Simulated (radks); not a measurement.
# Nuclear size and the levels of Nd³⁺

The task here is to estimate one member of a computed series from the others.

Program: radks (a radial shooting solver on a logarithmic mesh, Libxc functionals) version 1. Level of theory: Dirac Kohn-Sham, PBE, spin-unpolarised, spherical densities, finite nucleus; open shells are shared between the two j in proportion to 2j + 1. These are calculated values, not measurements, unless marked.

## What is computed

| Item | Value |
| --- | --- |
| element | neodymium (Z = 60) |
| charge | +3 |
| electrons | 57 |
| configuration | [Xe] 4f3 |
| nuclear rms radius | 4.9123 fm |

The outer shells:

Nd³⁺
```
[Xe] core
4f [↑ ][↑ ][↑ ][  ][  ][  ][  ]
```

Set-up of the first run:

Input:

```text
Z 60
configuration [Xe] 4f3 6s0 5d0
relativity Dirac
functional pbe,pbe
spin unpolarised
j_filling average
nucleus finite rms 4.9123 fm
c 137.035999084
```

Among the steps run: rms radius 4.9123 fm.

One table of the session follows, with a row left open; its other results are not shown here.

It belongs to the step «rms radius 4.9123 fm». Radial moments (bohr):

```
level     <r>  outermost maximum (interpolated)  90 % within  nodes
5s1/2   1.436                              1.30         2.06      4
5p1/2       ?                                 ?            ?      ?
5p3/2   1.669                              1.49         2.42      3
4f5/2  0.9677                             0.648         1.65      0
4f7/2  0.9773                             0.652         1.67      0
5d3/2   2.251                              1.90         3.36      2
5d5/2   2.282                              1.93         3.40      2
6s1/2   3.275                              3.07         4.61      5
```

Q: Estimate the row for 5p1/2 from the others.

The run gave: <r>: 1.593; outermost maximum (interpolated): 1.42; 90 % within: 2.31; nodes: 3. In the column «<r>» it lies between 5s1/2 (1.436) and 5p3/2 (1.669).
